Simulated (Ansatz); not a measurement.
# Re: response to strain

Re is deformed so: equal xx and yy strain of -3 %. What stress and forces result, by LAPW, PAW and all-electron datasets made for the crystal?

Method: DFT LDA, scalar-relativistic, in Ansatz 0.2.0.

## (1) The system as given

It takes space group Fm-3m (No. 225, cubic). The conventional cell has a = 3.950 Å, b = 3.950 Å, c = 3.950 Å, α = 90.00°, β = 90.00°, γ = 90.00°. Around Re (site symmetry m-3m) lie 12 Re at 2.79 Å.

Coordinates:

```cif
data_structure
_symmetry_space_group_name_H-M 'P 1'
_symmetry_Int_Tables_number 1
_cell_length_a 2.7931
_cell_length_b 2.7931
_cell_length_c 2.7931
_cell_angle_alpha 60.000
_cell_angle_beta 60.000
_cell_angle_gamma 60.000
_cell_volume 15.41
loop_
_atom_site_label
_atom_site_type_symbol
_atom_site_fract_x
_atom_site_fract_y
_atom_site_fract_z
_atom_site_occupancy
Re1 Re 0.00000 0.00000 0.00000 1
```

## (2) The deformed structure

Space group Fm-3m before, I4/mmm after.

## (3) All-electron LAPW

Input file input.yaml:

```yaml
crystal:
  lattice:
    - [0.0, 1.91575, 1.975]
    - [1.91575, 0.0, 1.975]
    - [1.91575, 1.91575, 0.0]
  atoms:
    - { symbol: Re, position: [0.0, 0.0, 0.0] }
kpoints:
  mp_grid: { grid: [14, 14, 14] }
  band_path:
    path:
      - [0.0, 0.0, 0.0]
      - [0.0, 0.5, 0.5]
      - [0.25, 0.75, 0.5]
      - [0.0, 0.5, 0.0]
      - [0.0, 0.0, 0.0]
      - [0.5, 0.5, 0.0]
      - [0.3676125, 0.6323875, 0.0]
      - [-0.3676125, 0.3676125, 0.0]
      - [0.0, 0.0, 0.0]
    npoints: 5
scf:
  occupations: { method: fermi_dirac, width: 0.03 }
hamiltonian:
  xc: lda
  pseudopotentials: { kind: all_electron, lapw: { basis_error: 0.001 } }
output:
  forces: true
  stress: true
  eigenvalues: true
```

On the command line:

```sh
$ ansatz run input.yaml --threads 1 --pin off --max-ram 3072MiB --backend cpu --events-out ev --progress --plain --runs-dir out
```

## (4) PAW on the default files

Input file input.yaml:

```yaml
crystal:
  lattice:
    - [0.0, 1.91575, 1.975]
    - [1.91575, 0.0, 1.975]
    - [1.91575, 1.91575, 0.0]
  atoms:
    - { symbol: Re, position: [0.0, 0.0, 0.0] }
kpoints:
  mp_grid: { grid: [14, 14, 14] }
scf:
  occupations: { method: fermi_dirac, width: 0.03 }
hamiltonian:
  xc: lda
  pseudopotentials: { kind: paw }
output:
  forces: true
  stress: true
  eigenvalues: true
  efg: { contact_densities: true }
```

## (5) All-electron PAW on datasets made for the crystal

Edit input.yaml of step 4 so:

```diff
@@ -13,3 +13,3 @@
   xc: lda
-  pseudopotentials: { kind: paw }
+  pseudopotentials: { kind: all_electron, datasets: crystal }
 output:
```

(Steps that only read results are left out.)

What does the calculation give? Wanted: pressure; largest shear or deviatoric stress.

As calculated:

| quantity | value |
| --- | --- |
| pressure | LAPW -3.16, PAW -3.22, crystal datasets -3.16 GPa |
| largest shear or deviatoric stress (LAPW) | 5.73 GPa |

In words: The largest part of the stress beyond the pressure is 5.73 GPa in size, in the zz component. No run of the undeformed cell stands beside it, so the pressure holds what the given cell had before the change. PAW: stress within 0.06 GPa of LAPW. Crystal datasets: stress within 0.01 GPa of LAPW. Spin-orbit coupling is left out, though the cell holds Re; in elements this heavy it can shift bands and gaps by tenths of an eV.
